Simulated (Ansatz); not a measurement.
C2H4Sn, SMILES C#[C][SnH3]: an atomisation energy, run with Ansatz's Python interface.

`tae_c2h4sn.py`:
```python
"""Energy to split C2H4Sn into its atoms."""

from collections import Counter

import ansatz as az

config = {
    "basis": "def2-TZVP",
    "xc": "pbe0",
    "vdw": "d3bj",
}


def total_energy(molecule, charge=0, unpaired=0):
    calc = (
        molecule.calculation()
        .basis(gaussian=config["basis"])  # the orbital basis, by name
        .functional(config["xc"], dispersion=config["vdw"])
    )
    if charge:
        calc = calc.charge(charge)
    if unpaired:
        calc = calc.spin("collinear", total=unpaired)
    return calc.run(threads=1, backend="cpu").report["free_energy_ev"]

GEOMETRY = """
C    -0.89550   -1.98280    0.20050
C    -0.42400   -0.86050    0.08040
Sn    0.45620    1.01990   -0.11920
H    -1.32960   -2.87570    0.27940
H     0.18540    1.64950   -1.72430
H    -0.17280    2.12370    1.09350
H     2.24150    0.85800    0.14410
"""

molecule = az.Crystal.molecule()
for line in GEOMETRY.strip().splitlines():
    symbol, *xyz = line.split()
    molecule = molecule.atom(symbol, [float(v) for v in xyz])

# Hund ground states
unpaired = {"C": 2, "Sn": 2, "H": 1}
counts = Counter(site.symbol for site in molecule.cartesian_sites)
atom_energy = {s: total_energy(az.Crystal.molecule().atom(s, (0, 0, 0)), 0, unpaired[s]) for s in counts}
whole = total_energy(molecule, 0, 0)
for s, e in atom_energy.items():
    print(f"{s:2s} x{counts[s]}  {e:14.5f} eV")
print(f"C2H4Sn: {whole:.5f} eV")
split = sum(counts[s] * e for s, e in atom_energy.items()) - whole
print(f"atomisation energy (no zero-point term): {23.060548 * split:.1f} kcal/mol, {split / sum(counts.values()):.3f} eV an atom")
```

What does it cost to take this molecule apart into atoms?

545.9 kcal/mol from the electronic energies, without the zero-point term.

The run itself:

Output of `python tae_c2h4sn.py`:
```text
C  x2     -1028.73662 eV
Sn x1     -5830.27616 eV
H  x4       -13.63389 eV
C2H4Sn: -7965.95706 eV
atomisation energy (no zero-point term): 545.9 kcal/mol, 3.382 eV an atom
```

Reading the output:
- Total energies depend on the basis set; only differences at equal settings carry meaning.
- The geometry is a force-field or estimated start, not a minimum of this method, and the basis set is short of its limit. All parts are taken at fixed geometry, without zero-point energy.
- def2 sets replace the cores of elements past krypton by effective core potentials.
- The spin-orbit lowering of heavy atoms is left out.
- The whole script took 3.2 s on 1 thread of AMD EPYC 9R14 (Zen 4), with other jobs on the host, peak memory 0.3 GiB.

(Lines on the test bed's own set-up are left out of the output.)
